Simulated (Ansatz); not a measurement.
# SiGeC (triplet): trial inputs and their diagnosis

4 inputs are run for SiGeC (triplet) as typed; the log has to tell whether the result can be used and what must change.

Program: Ansatz 0.2.0, Gaussian basis. Level of theory: the settings change from run to run. These are calculated values, not measurements.

20 further runs of the same task are left out: 9 that didn't finish, 11 set aside as unsound or not needed.

## 1. The geometry

The geometry is a PBE0/def2-TZVP stationary point (not a proven minimum). No spin-orbit coupling is included. The filled d shell of Ge may be among the frozen orbitals whatever the setting's name suggests; the logs give the count.

3 atoms, charge 0, spin multiplicity 3.

Atoms are counted from 1 here; the program's logs count them from 0.

Bond lengths: C1–Ge2 1.978 Å, C1–Si3 1.735 Å, Ge2–Si3 2.394 Å. Angles: Ge2–C1–Si3 80.0°, C1–Ge2–Si3 45.6°, C1–Si3–Ge2 54.5°.

Geometry (Å):

```xyz
3
CGeSi
C     0.0000   -1.1896   -0.7665
Ge    0.0000    0.0738    0.7553
Si    0.0000    0.3179   -1.6258
```

## 2. Attempt 1

Contents of in.yaml:

```yaml
crystal:
  periodic: [false, false, false]
  atoms:
    - {symbol: C, position_ang: [0.000000, -1.189587, -0.766512]}
    - {symbol: Ge, position_ang: [0.000000, 0.073797, 0.755332]}
    - {symbol: Si, position_ang: [0.000000, 0.317856, -1.625785]}
basis:
  gaussian: {orbitals: 6-31G}
magnetization: {spin_polarized: false, initial_magnetization: 10}
correlation: {method: ccsd_t, electrons: outside_noble_gas}
scf: {omitted_lower_state_checks: [cluster_reference]}
```

Launch:

```bash
> ansatz run in.yaml --threads 1 --pin off --events-out ev --progress --plain --max-ram 2393MiB
```

What it wrote:

```text
Functional definition: HF
  name "HF"
  cite "Fock, Z. Phys. 61, 126 (1930) doi:10.1007/BF01340294"
  parent pbe
  exchange = exact_x
  correlation = 0
these checks for a lower state are left out or cut short: cluster_reference
517 factors; integrals over basis functions are off by at most 3.1e-4 eV
mean field evaluation 1: about -65331.3369 eV, gradient 1.9e1 eV
mean field evaluation 2: about -65331.6705 eV, gradient 1.8e1 eV
mean field evaluation 4: about -65335.7399 eV, gradient 1.8e0 eV
mean field evaluation 8: about -65335.8423 eV, gradient 3.4e-1 eV
mean field evaluation 16: about -65335.8472 eV, gradient 3.1e-6 eV
mean field -65335.84722386 eV, -2401.0480992489 hartree, gradient 3.1e-6 eV, S^2 30.000000; 0 other end points of the search recorded, 0 dependent functions left out
20 core orbitals not correlated: weight in the atoms' cores, before any rotation towards them, 0.995 or more for the frozen orbitals, at most 0.003 for the correlated occupied ones
reference -65335.84722386 eV, -2401.0480992489 hartree; 11, 1 occupied and 20, 30 virtual orbitals, 517 factors
second order -1.23674006 eV of doubles, -0.04585852 eV of singles
cycle   1  -1.54127867 eV  change   -2.6e-1 eV  update   4.6e-2
cycle   2  -1.66082884 eV  change   -1.2e-1 eV  update   2.2e-2
cycle   3  -1.66878617 eV  change   -8.0e-3 eV  update   9.1e-3
cycle   4  -1.67191883 eV  change   -3.1e-3 eV  update   4.3e-3
cycle   5  -1.67203149 eV  change   -1.1e-4 eV  update   1.5e-3
cycle   6  -1.67172388 eV  change    3.1e-4 eV  update   5.0e-4
cycle   7  -1.67179900 eV  change   -7.5e-5 eV  update   1.2e-4
cycle   8  -1.67175333 eV  change    4.6e-5 eV  update   3.6e-5
cycle   9  -1.67176400 eV  change   -1.1e-5 eV  update   1.0e-5
perturbative correction -0.02512471 eV, -0.0009233161 hartree
Total energy: -65337.54411257 eV, -2401.1104587589 hartree
Checks for a lower state left out: cluster_reference
```

It took 1.3 s on 1 thread of Arm Neoverse V1, shared host.

What is wrong: The run converged, which proves nothing about the input. Far too many unpaired electrons are asked for. Its energy belongs to the state of multiplicity 11, not to the triplet that was meant. To mend it, set initial_magnetization to that of the wanted state.

## 3. Attempt 2

Contents of in.yaml:

```yaml
crystal:
  periodic: [false, false, false]
  atoms:
    - {symbol: C, position_ang: [0.000000, -1.189587, -0.766512]}
    - {symbol: Ge, position_ang: [0.000000, 0.073797, 0.755332]}
    - {symbol: Si, position_ang: [0.000000, 0.317856, -1.625785]}
basis:
  gaussian: {orbitals: STO-3G}
magnetization: {spin_polarized: false, initial_magnetization: 2}
correlation: {method: dmrg, electrons: outside_noble_gas}
```

Launched as before.

What it wrote:

```text
Error: YAML parse error: error: line 10 column 23: unknown variant `dmrg`, expected one of mp2, rpa, ccsd, ccsd_t, bccd, bccd_t, ccsdt, ccsdt_q, ccsdt_q_b, ccsdtq, fci, sc_nevpt2, fic_nevpt4_sd, fic_mrcisd_q, fic_mrcisd_q_relaxed
  --> <input>:10:23
   |
 8 |   gaussian: {orbitals: STO-3G}
 9 | magnetization: {spin_polarized: false, initial_magnetization: 2}
10 | correlation: {method: dmrg, electrons: outside_noble_gas}
   |                       ^ unknown variant `dmrg`, expected one of mp2, rpa, ccsd, ccsd_t, bccd, bccd_t, ccsdt, ccsdt_q, ccsdt_q_b, ccsdtq, fci, sc_nevpt2, fic_nevpt4_sd, fic_mrcisd_q, fic_mrcisd_q_relaxed
```

It took 0.03 s on 1 thread of Arm Neoverse V1, shared host.

Diagnosis: The run was refused. The method's name isn't one that the program knows. Cure: name one from the list in the message.

## 4. Attempt 3

Contents of in.yaml:

```yaml
crystal:
  periodic: [false, false, false]
  atoms:
    - {symbol: C, position_ang: [0.050000, 0.073797, 1.055332]}
    - {symbol: Ge, position_ang: [0.000000, 0.073797, 0.755332]}
    - {symbol: Si, position_ang: [0.000000, 0.317856, -1.625785]}
basis:
  gaussian: {orbitals: 6-31G}
magnetization: {spin_polarized: true, initial_magnetization: 2}
correlation: {method: mp2, electrons: outside_noble_gas}
accuracy: high
scf: {lower_state_search: light}
```

Same command.

What it wrote:

```text
Functional definition: HF
  name "HF"
  cite "Fock, Z. Phys. 61, 126 (1930) doi:10.1007/BF01340294"
  parent pbe
  exchange = exact_x
  correlation = 0
888 factors; integrals over basis functions are off by at most 4.6e-9 eV
mean field evaluation 1: about -63626.7905 eV, gradient 9.1e1 eV
mean field evaluation 2: about -63628.5308 eV, gradient 9.2e1 eV
mean field evaluation 4: about -63640.2147 eV, gradient 1.1e1 eV
mean field evaluation 8: about -63640.7191 eV, gradient 4.5e-1 eV
mean field evaluation 16: about -63640.7390 eV, gradient 5.8e-6 eV
mean field evaluation 32: about -63625.1145 eV, gradient 9.5e1 eV
mean field -63640.73903609 eV, -2338.7540223341 hartree, gradient 3.0e-8 eV, S^2 2.072986; 4 other end points of the search recorded, 0 dependent functions left out
20 core orbitals not correlated: weight in the atoms' cores, before any rotation towards them, 0.065 or more for the frozen orbitals, at most 0.009 for the correlated occupied ones
reference -63640.73903609 eV, -2338.7540223341 hartree; 7, 5 occupied and 24, 26 virtual orbitals, 888 factors
second order -2.47721576 eV of doubles, -0.00000000 eV of singles
Total energy: -63643.21625185 eV, -2338.8450583341 hartree
```

Run time: 2.7 s. Hardware: 1 thread of Arm Neoverse V1, shared host.

**Diagnosis.** The run converged, which proves nothing about the input. One atom lies on top of another. The shortest distance is 0.30 Å, against 1.74 Å in the geometry of step 1. Its energy belongs to another geometry. To mend it, restore its position.

## 5. Attempt 4

Contents of in.yaml:

```yaml
crystal:
  periodic: [false, false, false]
  atoms:
    - {symbol: C, position_ang: [0.000000, -2.247963, -1.448478]}
    - {symbol: Ge, position_ang: [0.000000, 0.139454, 1.427351]}
    - {symbol: Si, position_ang: [0.000000, 0.600652, -3.072246]}
basis:
  gaussian: {orbitals: "6-31G*"}
magnetization: {spin_polarized: true, initial_magnetization: 2}
hamiltonian: {xc: {name: r2SCAN}}
correlation: {method: bccd_t, electrons: outside_noble_gas}
```

Same command.

What it wrote:

```text
Functional definition: r2SCAN
  name "r2SCAN"
  cite "Furness, Kaplan, Ning, Perdew & Sun, J. Phys. Chem. Lett. 11, 8208 (2020) doi:10.1021/acs.jpclett.0c02405"
  cite "Furness, Kaplan, Ning, Perdew & Sun, J. Phys. Chem. Lett. 11, 9248 (2020) doi:10.1021/acs.jpclett.0c03077"
  parent r2scan
  parameter k0 = 0.174
  parameter k1 = 0.065
  parameter a1 = 4.9479
  exchange = r2scan_x(k0 = k0, k1 = k1, a1 = a1)
  correlation = r2scan_c
621 factors; integrals over basis functions are off by at most 4.9e-4 eV
mean field evaluation 1: about -65386.7817 eV, gradient 5.2e1 eV
mean field evaluation 2: about -65386.7840 eV, gradient 5.2e1 eV
mean field evaluation 4: about -65317.9992 eV, gradient 5.9e1 eV
mean field evaluation 8: about -65408.3503 eV, gradient 1.1e1 eV
mean field evaluation 16: about -65410.4252 eV, gradient 2.4e-2 eV
mean field evaluation 32: about -65410.5813 eV, gradient 5.5e-2 eV
mean field evaluation 64: about -65410.5686 eV, gradient 2.0e-1 eV
mean field evaluation 96: about -65410.7455 eV, gradient 1.6e-2 eV
mean field evaluation 128: about -65409.2416 eV, gradient 9.4e0 eV
Error: SIGTERM received: run cancelled behind 136 evaluations of the mean field
```

Run time: 79 s. Hardware: 1 thread of Arm Neoverse V1, shared host.

**Diagnosis.** The run was cut at its time limit. The coordinates are scaled by the bohr-ångström factor. The shortest distance is 3.28 Å, against 1.74 Å in the geometry of step 1. Fix: restore the coordinates in ångström.

## 6. How the runs ended

```
attempt                  level                  ended                                                   cause    time
      1  CCSD(T) on ROHF/6-31G              converged           far too many unpaired electrons are asked for   1.3 s
      2          'dmrg'/STO-3G                refused      the method's name isn't one that the program knows  0.03 s
      3       MP2 on UHF/6-31G              converged                         one atom lies on top of another   2.7 s
      4         BCCD(T)/6-31G*  cut at its time limit  the coordinates are scaled by the bohr-ångström factor    79 s
```

2 converged, 1 refused, 1 cut at its time limit. The input that converges on a wrong geometry or spin is the dangerous one: no error points at it, so geometry and ⟨S²⟩ have to be checked.
